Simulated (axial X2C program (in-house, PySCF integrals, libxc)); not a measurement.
# PdAs: from the state search to constants, part 2 of 2

Computed with an in-house X2C program for linear molecules on PySCF integrals; all-electron X2C, Pd dyall-cv3z, As dyall-cv3z.

### 9 PBE0, 2c

State followed: Ω = 3/2 (excess of +ω over −ω: ω = 3/2). The scan is laid around 2.280 Å, a first estimate of the minimum, and this SCF restarts from the orbitals of the search.

Output at 2.280 Å:

```text
two-component X2C + atomic mean field  PBE0
basis functions 253  fitting functions 1261  grid points 5800
iter        total energy     max residual
   1      -7302.769127358     3.98e-06
   2      -7302.769127359     6.80e-06
converged
one-electron -10801.75796934  Coulomb 3379.15007952  exact exchange -56.32922144  xc functional -172.72834910  nuclear repulsion 352.32061674  atomic mean-field constant -3.42428375
```

Along the bond, energies from the lowest point:

| R (Å) | E (eV) | μ (D) | HOMO (eV) | LUMO (eV) | iterations |
| --- | --- | --- | --- | --- | --- |
| 1.984 | 0.7714 | -2.03 | -5.64 | -3.50 | 17 |
| 2.075 | 0.3027 | -2.09 | -5.70 | -3.48 | 16 |
| 2.143 | 0.1130 | -2.11 | -5.75 | -3.47 | 16 |
| 2.212 | 0.0211 | -2.12 | -5.80 | -3.45 | 15 |
| 2.280 | 0.0000 | -2.12 | -5.85 | -3.42 | 2 |
| 2.360 | 0.0382 | -2.11 | -5.91 | -3.39 | 16 |
| 2.440 | 0.1221 | -2.09 | -5.97 | -3.37 | 16 |
| 2.542 | 0.2709 | -2.06 | -6.03 | -3.34 | 15 |
| 2.668 | 0.4841 | -2.01 | -6.10 | -3.31 | 14 |
| 2.850 | 0.8046 | -1.87 | -6.18 | -3.28 | 15 |

Dipoles are positive if As is the positive end.

Outer spinors at the reference distance:

| ω | occupied | ε (eV) | atomic character | λ mixture |
| --- | --- | --- | --- | --- |
| 1/2 | yes | -16.81 | 71% As s, 10% Pd p, 10% Pd d | 100% σ |
| -1/2 | yes | -14.63 | 68% As s, 13% Pd d, 10% Pd p | 100% σ |
| 1/2 | yes | -8.92 | 67% Pd d, 27% As p, 4% As s | 98% σ, 2% π |
| -1/2 | yes | -8.71 | 79% Pd d, 18% As p | 97% π, 3% σ |
| 3/2 | yes | -8.53 | 79% Pd d, 18% As p | 98% π, 2% δ |
| -3/2 | yes | -7.88 | 97% Pd d, 2% As p | 64% δ, 36% π |
| 1/2 | yes | -7.81 | 89% Pd d, 9% As p | 97% π, 3% σ |
| -1/2 | yes | -7.72 | 59% Pd d, 30% As p, 7% As s | 96% σ, 4% π |
| -3/2 | yes | -7.51 | 94% Pd d, 5% As p | 64% π, 36% δ |
| 5/2 | yes | -7.39 | 100% Pd d | 100% δ |
| 3/2 | yes | -7.31 | 98% Pd d | 98% δ, 2% π |
| -5/2 | yes | -6.96 | 100% Pd d | 100% δ |
| 1/2 | yes | -6.32 | 44% As p, 30% Pd s, 24% Pd d | 99% σ, 1% π |
| -1/2 | yes | -6.04 | 64% As p, 24% Pd d, 7% Pd p | 99% π, 1% σ |
| 3/2 | yes | -5.85 | 64% As p, 24% Pd d, 7% Pd p | 100% π |
| -1/2 | no | -3.42 | 37% As p, 37% Pd s, 24% Pd d | 100% σ |
| 1/2 | no | -2.47 | 71% As p, 16% Pd p, 10% Pd d | 100% π |
| -3/2 | no | -2.31 | 70% As p, 16% Pd p, 10% Pd d | 100% π |
| 1/2 | no | -1.87 | 48% Pd s, 33% Pd p, 11% As p | 100% σ |

PBE0 fields in the half plane through the axis: z from -2.4 to 4.5 Å across, distance from the axis 0.15 to 2.25 Å upwards; Pd lies at z = 0 and As at z = 2.280 Å; the ELF is damped to zero where the density is low.

log10 density (e/bohr³). Ten even steps from '0' (-4.66 ) to '9' (1.76 ):
```
000112222222222222221110
001122233333333333322211
011223333333333443333221
012233444444444444433221
112334455554445555443322
122345566655555555544332
122345677765556776554332
123345789876557897654432
```

ELF. Ten even steps from ' ' (0.00 ) to '@' (0.84 ):
```
                        ....::--==----::..      
              ............--==++******==--..    
          ............::--==**%%%%%%%%##++--..  
          ....::::::::::--**%%@@@@@@@@%%##==::  
        ....::------::::==##%%%%%%@@@@@@%%**--..
        ..::==**##**==--++**==::::++%%@@%%**==..
        ..--##@@##@@**--++==::++**::==@@@@##==::
        ..--%%::%%::##==++--==##==**::%%@@##==::
```

Re = 2.271 Å, ωe = 264.0 cm⁻¹, ωexe = 0.969 cm⁻¹, Be = 0.07452 cm⁻¹, De = 1.89 eV, μ = -2.12 D.

### 10 HF, 2c

Output at 2.280 Å:

```text
two-component X2C + atomic mean field  HF
basis functions 253  fitting functions 1261  grid points 5800
iter        total energy     max residual
   1      -7299.028442589     3.08e-01
   2      -7299.067292401     7.65e-03
   3      -7299.070997948     5.64e-03
   4      -7299.072471676     3.43e-03
   5      -7299.073395773     3.17e-03
   6      -7299.074019957     2.12e-03
   7      -7299.074304237     1.39e-03
   8      -7299.074442463     8.82e-04
   9      -7299.074519590     8.70e-04
  10      -7299.074582721     9.08e-04
  11      -7299.074629544     9.29e-04
  12      -7299.074630129     9.24e-04
  13      -7299.074669432     9.31e-04
  14      -7299.074679963     9.28e-04
  15      -7299.074651165     9.11e-04
  16      -7299.074638654     9.06e-04
  17      -7299.074620606     8.96e-04
  18      -7299.074570177     8.60e-04
  19      -7299.074493034     8.20e-04
  20      -7299.074342042     9.75e-04
  21      -7299.074286412     7.74e-04
  22      -7299.073920355     1.59e-03
  23      -7299.073993271     8.04e-04
  24      -7299.074054257     7.59e-04
  25      -7299.074038931     7.74e-04
  26      -7299.074054025     7.95e-04
  27      -7299.074063830     7.42e-04
  28      -7299.074070042     7.33e-04
  29      -7299.074121214     8.57e-04
  30      -7299.074218935     8.02e-04
  31      -7299.074294705     8.23e-04
  32      -7299.074309872     8.15e-04
  33      -7299.074341272     8.19e-04
  34      -7299.074251142     7.50e-04
  35      -7299.074183796     7.38e-04
  36      -7299.074034223     9.51e-04
  37      -7299.074187604     7.60e-04
  38      -7299.074239888     7.90e-04
  39      -7299.074261757     7.91e-04
  40      -7299.074179349     7.65e-04
  41      -7299.074215422     7.50e-04
  42      -7299.074262845     7.69e-04
  43      -7299.074328218     7.99e-04
  44      -7299.074333251     8.03e-04
  45      -7299.074216464     7.92e-04
  46      -7299.073972154     1.20e-03
  47      -7299.073915583     8.15e-04
  48      -7299.074067064     7.69e-04
  49      -7299.073963098     9.18e-04
  50      -7299.073930695     9.13e-04
  51      -7299.073914202     8.73e-04
  52      -7299.073774539     1.24e-03
  53      -7299.074242475     1.56e-03
  54      -7299.074442123     1.24e-03
  55      -7299.074461989     8.35e-04
  56      -7299.074627568     1.20e-03
  57      -7299.074294571     1.42e-03
  58      -7299.074265563     9.66e-04
  59      -7299.074291034     6.94e-04
  60      -7299.074335504     7.02e-04
  61      -7299.074330136     6.93e-04
  62      -7299.074118162     1.19e-03
  63      -7299.073812542     1.63e-03
  64      -7299.074228601     1.41e-03
  65      -7299.074235384     9.50e-04
  66      -7299.074444639     1.30e-03
  67      -7299.074578296     1.24e-03
  68      -7299.074459679     8.38e-04
  69      -7299.074585207     1.19e-03
  70      -7299.074163144     1.65e-03
  71      -7299.074355496     1.16e-03
  72      -7299.074338947     1.09e-03
  73      -7299.073710624     2.34e-03
  74      -7299.073763245     1.42e-03
  75      -7299.073811380     1.11e-03
  76      -7299.073839295     1.15e-03
  77      -7299.073971315     1.35e-03
  78      -7299.073951096     1.16e-03
  79      -7299.074058378     1.26e-03
  80      -7299.074305166     1.17e-03
NOT converged
one-electron -10803.47177290  Coulomb 3381.07738682  exact exchange -225.57625208  xc functional 0.00000000  nuclear repulsion 352.32061674  atomic mean-field constant -3.42428375
```

No constants are quoted: only 5 points converged.

### 11 PBEsol, 2c

The SCF at the reference distance of 2.280 Å:

```text
two-component X2C + atomic mean field  PBEsol
basis functions 253  fitting functions 1261  grid points 5800
iter        total energy     max residual
   1      -7298.534095296     3.79e-01
   2      -7298.532034864     2.48e-02
   3      -7298.234499434     1.13e-01
   4      -7298.524081807     2.64e-02
   5      -7298.543980900     2.43e-03
   6      -7298.543151045     6.09e-03
   7      -7298.544311725     6.10e-04
   8      -7298.544325327     1.76e-04
   9      -7298.544326322     5.24e-05
  10      -7298.544326332     4.35e-05
  11      -7298.544326368     2.72e-06
  12      -7298.544326368     9.75e-07
converged
one-electron -10799.63405245  Coulomb 3376.87631674  exact exchange 0.00000000  xc functional -224.68292364  nuclear repulsion 352.32061674  atomic mean-field constant -3.42428375
```

No constants are quoted: the solution changes its character somewhere along the scan, so the fit is set aside.

### 12 MP2, 2c

Correlated methods: 15 electrons correlated (frozen shells, counted by type: Pd 4 s, 3 p, 1 d; As 3 s, 2 p, 1 d), 323 virtual spinors in MP2.

MP2: No constants are quoted: the scan has only 5 points.

### 13 A higher determinant, 2c

State: Ω = 1/2 (excess of +ω over −ω: 2 × ω = -1/2, ω = 3/2).

Output at the reference distance:

```text
two-component X2C + atomic mean field  PBE0
basis functions 253  fitting functions 1261  grid points 5800
iter        total energy     max residual
   1      -7302.759802861     6.08e-06
   2      -7302.759802863     8.05e-06
   3      -7302.759802864     5.03e-06
converged
one-electron -10801.32863915  Coulomb 3378.71088290  exact exchange -56.32351613  xc functional -172.71486348  nuclear repulsion 352.32061674  atomic mean-field constant -3.42428375
```

```
R (Å)  E above the lowest PBE0 point (eV)
1.984                               1.082
2.075                               0.591
2.143                               0.388
2.212                               0.285
2.280                               0.254
2.360                               0.282
2.440                               0.357
2.542                               0.498
2.668                               0.709
```

Re = 2.283 Å, ωe = 258.8 cm⁻¹, ωexe = 0.9 cm⁻¹, Be = 0.07371 cm⁻¹, μ = -2.30 D. Te = 0.25 eV.

### 14 The 2c curves together

Energy (eV) of the followed determinant, 2c, from each level's lowest point:

```csv
R (Å),PBE0,HF,MP2,PBEsol (jumps)
1.984,0.771,1.085,0.507,0.633
2.075,0.303,0.514,0.097,0.227
2.143,0.113,0.237,0.000,0.064
2.212,0.021,n/a,n/a,0.000
2.280,0.000,n/a,n/a,0.009
2.360,0.038,n/a,n/a,0.082
2.440,0.122,n/a,n/a,0.202
2.542,0.271,n/a,n/a,0.395
2.668,0.484,0.000,0.456,0.659
2.850,0.805,0.093,0.767,1.045
```

Time for the job: 4.4 min (1 thread, shared host).

### 15 Constants

This closing draws on all 2 parts.

Lowest determinant that the search found at its distance, spin-free: M_S = 3/2, Λ = 0 (beyond closed shells: σα, π+α, π-α).

Lowest determinant that the search found at its distance, 2c: Ω = 3/2 (excess of +ω over −ω: ω = 3/2).

```csv
Hamiltonian,level,Re (Å),ωe (cm⁻¹),De (eV),μ (D)
spin-free,PBE0,2.269,265.3,1.89,-2.11
spin-free,PBEsol,2.234,291.5,2.62,-1.81
2c,PBE0,2.271,264.0,1.89,-2.12
```

Dipoles are positive if As is the positive end. No constants: spin-free HF (the solution changes its character somewhere along the scan, so the fit is set aside); spin-free MP2 (the reference changes its character somewhere along the scan, so the fit is set aside); 2c HF (only 5 points converged); 2c MP2 (the scan has only 5 points); 2c PBEsol (the solution changes its character somewhere along the scan, so the fit is set aside).

Time per point (s) on 1 thread, shared host (2c runs); the times are rough: PBE0 1.7.

At PBE0, going from spin-free to two-component changes Re by +2 mÅ, ωe by -0.5 %; the spin-free picture holds up (part of it comes from the scalar share of the two-electron terms). It costs about 1.7 times the time. De moves by -0.01 eV; both De rest on single-determinant atoms, which can miss part of an open shell's spin–orbit lowering.

De refers to Pd + As, each in the lowest determinant found, which need not be this curve's own limit. The state is a single determinant with fixed occupations, the lowest that a limited PBE0 search found. De is counted from the lowest determinant-based energies of the atoms at the same level, without counterpoise correction. Density functionals use the spin component along the axis (collinear). With several unpaired electrons one determinant need not be a pure state.
